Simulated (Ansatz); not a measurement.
**CH6BFOSi: ladder of methods at one geometry in Python**

The task is a ladder of methods at one geometry, for CH6BFOSi. SMILES: OCB[SiH2]F.

Program: Ansatz 0.2.0, driven from Python. The levels of theory stand in the script. These are calculated values, not measurements.

### 1 The system

Bond lengths: O1–C2 1.359 Å, C2–B3 1.571 Å, B3–Si4 1.964 Å, Si4–F5 1.725 Å, O1–H6 1.065 Å, C2–H7 1.093 Å, C2–H8 1.094 Å, B3–H9 1.249 Å, Si4–H10 1.399 Å, Si4–H11 1.474 Å. Angles (14 of 16 angles, heavy atoms first): O1–C2–B3 109.4°, C2–B3–Si4 124.4°, B3–Si4–F5 106.4°, O1–C2–H7 113.8°, O1–C2–H8 108.1°, B3–C2–H7 108.7°, B3–C2–H8 106.9°, C2–O1–H6 106.6°, C2–B3–H9 118.7°, Si4–B3–H9 116.9°, B3–Si4–H10 111.5°, B3–Si4–H11 106.4°, F5–Si4–H10 111.5°, F5–Si4–H11 106.4°.

The script holds or builds the structure itself.

### 2 Script

Contents of ch6bfosi.py:

```python
"""One geometry of CH6BFOSi, method by method."""

from dataclasses import dataclass
from pathlib import Path

import ansatz as az
import numpy as np


@dataclass
class Options:
    basis: str = "def2-SVP"


cfg = Options()

geometry_ang = [
    ("O", [-1.4736, 0.1985, 1.7319]),
    ("C", [-0.8756, -0.6369, 0.8419]),
    ("B", [0.5447, -0.0761, 0.4747]),
    ("Si", [1.1392, 0.3278, -1.3527]),
    ("F", [0.023, 1.4817, -1.9832]),
    ("H", [-1.8937, 0.9955, 1.1649]),
    ("H", [-1.4448, -0.7788, -0.0798]),
    ("H", [-0.7189, -1.6023, 1.3328]),
    ("H", [1.3677, 0.1221, 1.3932]),
    ("H", [2.4491, 0.819, -1.3691]),
    ("H", [0.9482, -0.9075, -2.1341]),
]
geometry = az.Crystal.molecule()
for symbol, xyz in geometry_ang:
    geometry = geometry.atom(symbol, xyz)

setup = geometry.calculation().basis(gaussian=cfg.basis)

print("functional    E (Ha)        dipole (D)   HOMO (eV)  LUMO (eV)")
for name in ["pbe", "cam_b3lyp", "hse06", "r2scan0"]:
    report = setup.functional(name).forces().orbitals().run(runs_dir="runs").report
    lines = Path(report["orbitals_path"]).read_text().splitlines()
    field_of = lambda key: [line.split("=")[1].strip() for line in lines if line.startswith(key)]
    orbitals = [(27.211386 * float(e), s, float(n)) for e, s, n in zip(field_of("Ene="), field_of("Spin="), field_of("Occup="))]
    homo = max(e for e, _, n in orbitals if n > 0.5)
    lumo = min(e for e, _, n in orbitals if n < 0.5)
    dipole = 4.803205 * np.linalg.norm(report["charge_distribution"]["dipole_moment_e_ang"])
    print(f"{name:10s} {report['free_energy_ev'] / 27.211386246:14.6f} {dipole:9.3f} {homo:11.3f} {lumo:10.3f}")
```

### 3 The calls as engine input

The engine receives this input (first run):

```yaml
crystal:
  periodic: [false, false, false]
  atoms:
    - { symbol: O, position_ang: [-1.4736, 0.1985, 1.7319] }
    - { symbol: C, position_ang: [-0.8756, -0.6369, 0.8419] }
    - { symbol: B, position_ang: [0.5447, -0.0761, 0.4747] }
    - { symbol: Si, position_ang: [1.1392, 0.3278, -1.3527] }
    - { symbol: F, position_ang: [0.023, 1.4817, -1.9832] }
    - { symbol: H, position_ang: [-1.8937, 0.9955, 1.1649] }
    - { symbol: H, position_ang: [-1.4448, -0.7788, -0.0798] }
    - { symbol: H, position_ang: [-0.7189, -1.6023, 1.3328] }
    - { symbol: H, position_ang: [1.3677, 0.1221, 1.3932] }
    - { symbol: H, position_ang: [2.4491, 0.819, -1.3691] }
    - { symbol: H, position_ang: [0.9482, -0.9075, -2.1341] }
basis:
  gaussian:
    orbitals: def2-SVP
hamiltonian:
  xc: pbe
output:
  orbitals: {}
  forces: true
```

### 4 Running it

Run with:

```bash
python ch6bfosi.py
```

The log of the run:

```text
functional    E (Ha)        dipole (D)   HOMO (eV)  LUMO (eV)
pbe           -530.391261     0.752      -5.690     -3.486
cam_b3lyp     -530.734603     1.050      -8.597     -1.399
hse06         -530.419044     1.002      -6.808     -2.979
r2scan0       -530.636103     1.093      -7.442     -2.469
```

Wall time 14 s (1 thread of Intel Xeon 6975P-C (Granite Rapids), shared host); peak memory 0.31 GiB.

### 5 Inputs of later runs

The engine's inputs for the other runs:

Run 2, against run 1:

```diff
@@ -19 +19 @@
-  xc: pbe
+  xc: cam_b3lyp
```

Run 3, against run 1:

```diff
@@ -19 +19 @@
-  xc: pbe
+  xc: hse06
```

Run 4, against run 1:

```diff
@@ -19 +19 @@
-  xc: pbe
+  xc: r2scan0
```

Lines on the test bed's own set-up are left out of the output.

### 6 The runs side by side

From the records of these 4 runs:

| run | functional | energy (eV) | SCF cycles | CPU time (s) |
| --- | --- | --- | --- | --- |
| 1 | pbe | -14432.6815 | 19 | 1.7 |
| 2 | cam_b3lyp | -14442.0243 | 19 | 3 |
| 3 | hse06 | -14433.4375 | 19 | 3.4 |
| 4 | r2scan0 | -14439.3440 | 18 | 5.1 |

Totals under unlike functionals or potentials can't be compared directly.

The fields below are those of run 1.

### 7 Orbitals and fields

The fields below are evaluated on a grid from the run's orbitals.

Frontier orbitals at PBE/def2-SVP, with the share of their density that lies nearest to each atom:

| orbital | energy (eV) | lies on |
| --- | --- | --- |
| HOMO-1 | -6.72 | B3 25 %; H9 19 %; Si4 13 % |
| HOMO | -5.69 | O1 48 %; B3 17 %; C2 12 % |
| LUMO | -3.49 | B3 54 %; H9 9 %; Si4 8 % |

ELF in a plane through or near 5 of the atoms.

Values, 10 rows by 14 columns:
```
0.00 0.00 0.00 0.00 0.00 0.00 0.00 0.00 0.00 0.00 0.00 0.00 0.00 0.00
0.00 0.00 0.00 0.00 0.00 0.01 0.00 0.00 0.00 0.00 0.00 0.00 0.00 0.00
0.00 0.00 0.00 0.10 0.61 0.65 0.20 0.00 0.00 0.07 0.02 0.00 0.00 0.00
0.00 0.00 0.00 0.19 0.84 0.66 0.38 0.00 0.18 0.92 0.65 0.01 0.00 0.00
0.00 0.00 0.08 0.08 0.39 0.45 0.10 0.06 0.12 0.86 0.72 0.33 0.00 0.00
0.00 0.04 0.95 1.00 0.89 0.44 0.81 0.06 0.17 0.82 0.90 0.61 0.00 0.00
0.00 0.03 0.97 1.00 0.90 0.20 0.73 0.96 0.32 0.09 0.35 0.08 0.00 0.00
0.00 0.00 0.21 0.66 0.10 0.03 0.98 1.00 0.90 0.02 0.00 0.00 0.00 0.00
0.00 0.00 0.00 0.00 0.00 0.00 0.57 0.88 0.35 0.00 0.00 0.00 0.00 0.00
0.00 0.00 0.00 0.00 0.00 0.00 0.00 0.00 0.00 0.00 0.00 0.00 0.00 0.00
```
The map spans 10.7 Å across and 8.7 Å up, centred on the molecule. Atoms in the plane (x, y in Å): O1 (2.2, 0.1), F5 (-1.7, 1.7), H6 (1.9, 1.1), H9 (0.1, -1.8), H10 (-2.8, -0.7).

log10 of the density (e/Å³) in the same plane.

Values, 10 rows by 14 columns:
```
-4.0 -4.0 -4.0 -4.0 -4.0 -4.0 -4.0 -4.0 -4.0 -4.0 -4.0 -4.0 -4.0 -4.0
-4.0 -4.0 -4.0 -4.0 -3.0 -2.9 -4.0 -4.0 -4.0 -4.0 -4.0 -4.0 -4.0 -4.0
-4.0 -4.0 -3.7 -1.9 -0.6 -0.3 -1.6 -3.2 -3.1 -2.6 -2.8 -3.6 -4.0 -4.0
-4.0 -4.0 -2.9 -1.4  0.5  0.9 -0.9 -2.3 -1.7 -0.8 -1.2 -2.3 -4.0 -4.0
-4.0 -3.3 -2.2 -1.3 -0.5 -0.4 -1.1 -1.5 -1.0  0.1  0.0 -1.2 -3.1 -4.0
-4.0 -2.8 -1.4 -0.4 -0.3 -0.5 -0.5 -0.8 -0.7  0.2  0.2 -1.0 -3.1 -4.0
-4.0 -2.9 -1.6 -0.6 -0.7 -1.0 -0.4 -0.1 -0.9 -1.3 -1.4 -2.2 -4.0 -4.0
-4.0 -3.6 -2.5 -2.0 -2.0 -1.9 -0.8 -0.1 -1.2 -2.3 -3.2 -4.0 -4.0 -4.0
-4.0 -4.0 -4.0 -3.7 -3.5 -2.9 -2.2 -1.9 -2.4 -3.1 -4.0 -4.0 -4.0 -4.0
-4.0 -4.0 -4.0 -4.0 -4.0 -4.0 -3.5 -3.3 -3.7 -4.0 -4.0 -4.0 -4.0 -4.0
```
The map spans 10.7 Å across and 8.7 Å up, centred on the molecule. Atoms in the plane (x, y in Å): O1 (2.2, 0.1), F5 (-1.7, 1.7), H6 (1.9, 1.1), H9 (0.1, -1.8), H10 (-2.8, -0.7).

On the surface of density 0.002 e/bohr³ the electrostatic potential runs, from the 1st to the 99th percentile, from -1.26 V near O1 to 2.20 V near H6.

### 8 Results

| quantity | value |
| --- | --- |
| runs compared | 4 |
| HOMO-LUMO gap of the mean field (PBE/def2-SVP) | 2.20 eV |

All 4 runs converged, in 18 to 19 cycles. Caveats:
- The geometry is a force-field or estimated start, not a minimum of this method, and the basis set is short of its limit. A lower total doesn't mark the better method: functionals have no common bound, and MP2 and coupled cluster aren't variational.
- Levels such as HOMO and LUMO are orbital energies: with these approximate functionals they aren't the ionisation energy and electron affinity, and their gap isn't the fundamental gap.
- hse06 follows the composition of plane-wave codes, whose totals differ by tens of mHa, up to about 0.1 Ha, from the form usual in Gaussian-basis programs (wpbeh).
